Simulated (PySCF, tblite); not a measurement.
# C6H6NP: infrared bands and NMR shifts

Aim: predict the infrared bands and NMR shifts of C6H6NP (`C#Cc1cn(C)cp1`).

Programs: tblite 0.8.0 and PySCF 2.14.0, with density-fitted response routines of our own. Each step states its level of theory. These are calculated values for one molecule in the gas phase, unless marked as measured. Atoms are numbered from 0 throughout.

### Step 1. The molecule as given

14 atoms, charge 0, multiplicity 1; geometry from: GFN2-xTB.

Bonds of the start (Å): C0–C1 1.20, C1–C2 1.40, C2–C3 1.37, C3–N4 1.35, N4–C5 1.44, N4–C6 1.35, C6–P7 1.72, P7–C2 1.78, C0–H8 1.05, C3–H9 1.08, C5–H10 1.09, C5–H11 1.09, C5–H12 1.09, C6–H13 1.08.

### Step 2. Vibrational analysis with GFN2-xTB

What the job is given:

```
{"job": {"kind": "ir", "xc": "GFN2-xTB", "basis": "xTB"}, "charge": 0, "multiplicity": 1}
C      3.790512     0.092034    -0.061885
C      2.604289     0.246990     0.050084
C      1.223370     0.456197     0.195369
C      0.258216    -0.424420    -0.226473
N     -1.001126    -0.003427     0.025472
C     -2.165469    -0.768338    -0.331816
C     -1.041810     1.200083     0.640485
P      0.496887     1.894462     0.950355
H      4.824427    -0.049495    -0.162974
H      0.420009    -1.369810    -0.713685
H     -2.150421    -1.740675     0.166384
H     -2.199478    -0.931152    -1.411830
H     -3.062651    -0.231656    -0.028783
H     -1.997432     1.628733     0.887131
```

**Question.** This job is followed by: GIAO PBE0/pcSseg-1 NMR shielding, non-relativistic, gas phase. Predict these results of the whole session: strongest single infrared mode (GFN2-xTB); zero-point energy (GFN2-xTB); 13C shifts against TMS (PBE0/pcSseg-1); 1H shifts against TMS (PBE0/pcSseg-1, means over atoms taken as alike); 15N shifts against NH3 (PBE0/pcSseg-1); 31P shifts against H3PO4 (PBE0/pcSseg-1).

**Answer**, as computed:

| quantity | value |
| --- | --- |
| strongest single infrared mode (GFN2-xTB) | 1503 cm⁻¹, 54 km/mol |
| zero-point energy (GFN2-xTB) | 63.3 kcal/mol |
| 13C shifts against TMS (PBE0/pcSseg-1) | 161.3, 140.2, 135.3, 90.5, 84.2, 40.5 ppm |
| 1H shifts against TMS (PBE0/pcSseg-1, means over atoms taken as alike) | 7.73, 7.60, 3.91, 3.06 ppm |
| 15N shifts against NH3 (PBE0/pcSseg-1) | 194.6 ppm |
| 31P shifts against H3PO4 (PBE0/pcSseg-1) | 149.1 ppm |

All 36 modes are real, so the xTB geometry is a minimum. The strongest single mode, at 1503 cm⁻¹, moves mainly C3 and C2. GFN2-xTB is a fitted tight-binding method: band positions and strengths are rough. Its intensities can rank the bands wrongly. At PBE0/pcSseg-1: The largest span, 439 ppm, is at P7, where the paramagnetic term is -797 ppm. NICS(1)zz of -26 ppm above the planar ring from C2 marks a diatropic (aromatic) ring current.
